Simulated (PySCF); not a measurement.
# AlAsH8OSi: the cost of one run

Computed with PySCF 2.14.0, with density-fitted response routines of our own, on a single molecule in the gas phase. Atoms are numbered from 0 throughout.

### Step 1. The starting structure

12 atoms, charge 0, multiplicity 1; geometry from: GFN2-xTB. The atoms were then displaced at random by about 0.01 Å, so the start is not that level's minimum.

Bonds of the start (Å): Si0–O1 1.65, O1–Al2 1.69, Al2–As3 2.62, Si0–H4 1.43, Si0–H5 1.49, Si0–H6 1.47, Al2–H7 1.55, Al2–H8 1.52, As3–H9 1.48, As3–H10 1.55, As3–H11 1.50.

### Step 2. Geometry optimisation at PBE0-D3(BJ)/def2-SVP

What the job is given:

```
{"job": {"xc": "PBE0", "basis": "def2-SVP", "d3": "d3bj", "grid": 1, "shake": 0.01, "kind": "geom"}, "charge": 0, "multiplicity": 1}
Si     2.056900    -0.033470     0.892530
O      0.998410    -0.186240    -0.367700
Al    -0.091020    -0.344750    -1.653880
As    -2.078900    -0.061630     0.024290
H      2.609540    -1.332810     1.144480
H      1.223070     0.472720     2.017320
H      3.053760     0.970790     0.485230
H     -0.376990     0.936970    -2.472720
H     -0.332150    -1.750530    -2.186690
H     -1.693360     1.351470     0.216500
H     -3.535680     0.298510     0.424300
H     -1.793900    -0.349300     1.467310
```

Started as:

```bash
$ OMP_NUM_THREADS=1 python probes_run.py task.json out
```

This one command runs all jobs of the session in turn.

Q: Estimate the wall time and peak memory of this first job on 1 thread of Arm Neoverse V1, shared host.

About 89 s, with a peak of 0.53 GiB.
